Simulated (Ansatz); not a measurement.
**FH₅O₂Si₂: one species, many methods**

An exercise on one series of results from a longer session: the logs are not shown, and one member is left open.

Method: functionals in def2-TZVPP, the program's frozen cores in correlated methods; program: Ansatz 0.2.0, Gaussian basis.

The runs, in order: LDA (SPW92), PBE-D4, revPBE-D4, BLYP-D4, r2SCAN-D4, B97M-V, PBE0-D4, B3LYP-D4, r2SCANh-D4, r2SCAN0-D4, HSE06-D4, BHLYP-D4, CAM-B3LYP-D4, LC-ωPBE, ωB97X-V, ωB97M-V, B2PLYP, PBE-QIDH; CCSD(T)/def2-SVP; CCSD(T)/def2-TZVPP; MP2/def2-QZVPP; extrapolation to the limit; RPA on PBE.

## The relaxed structure

All runs share one geometry, relaxed beforehand with PBE0-D4 in a triple-zeta def2 set.

SMILES `O[Si](O)(F)[SiH3]`, 10 atoms, charge 0, spin multiplicity 1.

Atoms are counted from 1 here; the program's logs count them from 0.

Bond lengths: O1–Si2 1.637 Å, O1–H6 0.958 Å, Si2–O3 1.625 Å, Si2–F4 1.602 Å, Si2–Si5 2.332 Å, O3–H7 0.960 Å, Si5–H8 1.488 Å, Si5–H9 1.486 Å, Si5–H10 1.486 Å. Angles: Si2–O1–H6 118.1°, O1–Si2–O3 107.7°, O1–Si2–F4 106.8°, O1–Si2–Si5 114.9°, O3–Si2–F4 111.0°, O3–Si2–Si5 108.3°, F4–Si2–Si5 108.1°, Si2–O3–H7 118.4°, Si2–Si5–H8 109.1°, Si2–Si5–H9 110.6°, Si2–Si5–H10 109.9°, H8–Si5–H9 108.9°, H8–Si5–H10 108.8°, H9–Si5–H10 109.5°.

The first run:

Contents of in.yaml:

```yaml
crystal:
  periodic: [false, false, false]
  atoms:
    - {symbol: O, position_ang: [0.007160, 1.469158, -1.262058]}
    - {symbol: Si, position_ang: [0.056802, -0.069596, -0.706518]}
    - {symbol: O, position_ang: [1.525956, -0.672228, -1.050061]}
    - {symbol: F, position_ang: [-1.089666, -0.879180, -1.479071]}
    - {symbol: Si, position_ang: [-0.309810, -0.300149, 1.585401]}
    - {symbol: H, position_ang: [-0.850351, 1.855941, -1.445818]}
    - {symbol: H, position_ang: [1.935693, -0.429874, -1.883374]}
    - {symbol: H, position_ang: [-1.652731, 0.246089, 1.921011]}
    - {symbol: H, position_ang: [-0.259123, -1.731161, 1.981896]}
    - {symbol: H, position_ang: [0.719171, 0.459799, 2.341393]}
basis:
  gaussian: {orbitals: def2-TZVPP}
hamiltonian: {xc: lda}
output: {orbitals: {seedname: orbitals}}
```

Among the steps run: LDA; PBE-D4 (GGA); revPBE-D4 (GGA); BLYP-D4 (GGA); r2SCAN-D4 (meta-GGA); B97M-V (meta-GGA); PBE0-D4 (hybrid); B3LYP-D4 (hybrid); r2SCANh-D4 (hybrid); r2SCAN0-D4 (hybrid); HSE06-D4 (hybrid); BHLYP-D4 (hybrid); CAM-B3LYP-D4 (range-separated); LC-ωPBE-D4 (range-separated; the results give it without D4); ωB97X-V (range-separated); ωB97M-V (range-separated); B2PLYP (double hybrid); PBE-QIDH (double hybrid).

One table of the session follows, with a row left open; its other results are not shown here.

It belongs to the step «Frontier levels by functional». 

| functional | HOMO (eV) | gap (eV) |
| --- | --- | --- |
| LDA (SPW92) | -7.28 | 6.38 |
| PBE-D4 | -7.16 | 6.44 |
| revPBE-D4 | -7.10 | 6.48 |
| BLYP-D4 | -7.05 | 6.46 |
| r2SCAN-D4 | -7.45 | 7.07 |
| B97M-V | -7.55 | 6.92 |
| PBE0-D4 | -8.45 | 8.59 |
| B3LYP-D4 | -8.25 | 8.18 |
| r2SCANh-D4 | -7.93 | 7.84 |
| r2SCAN0-D4 | -8.64 | 8.99 |
| HSE06-D4 | -8.05 | 7.82 |
| BHLYP-D4 | ? | ? |
| CAM-B3LYP-D4 | -9.81 | 10.95 |
| LC-ωPBE | -11.10 | 13.44 |
| ωB97X-V | -10.78 | 12.97 |
| ωB97M-V | -10.55 | 12.39 |

Estimate the missing values for BHLYP-D4.

Worked estimate for «HOMO (eV)». Against the share of exact exchange, BLYP-D4 (0, -7.05), B3LYP-D4 (0.2, -8.25) give a slope of -6.00 per unit share; at 0.5 the line stands at -10.05.

As computed: HOMO (eV): -9.66; gap (eV): 10.67. In «HOMO (eV)» the line misses by -0.39.
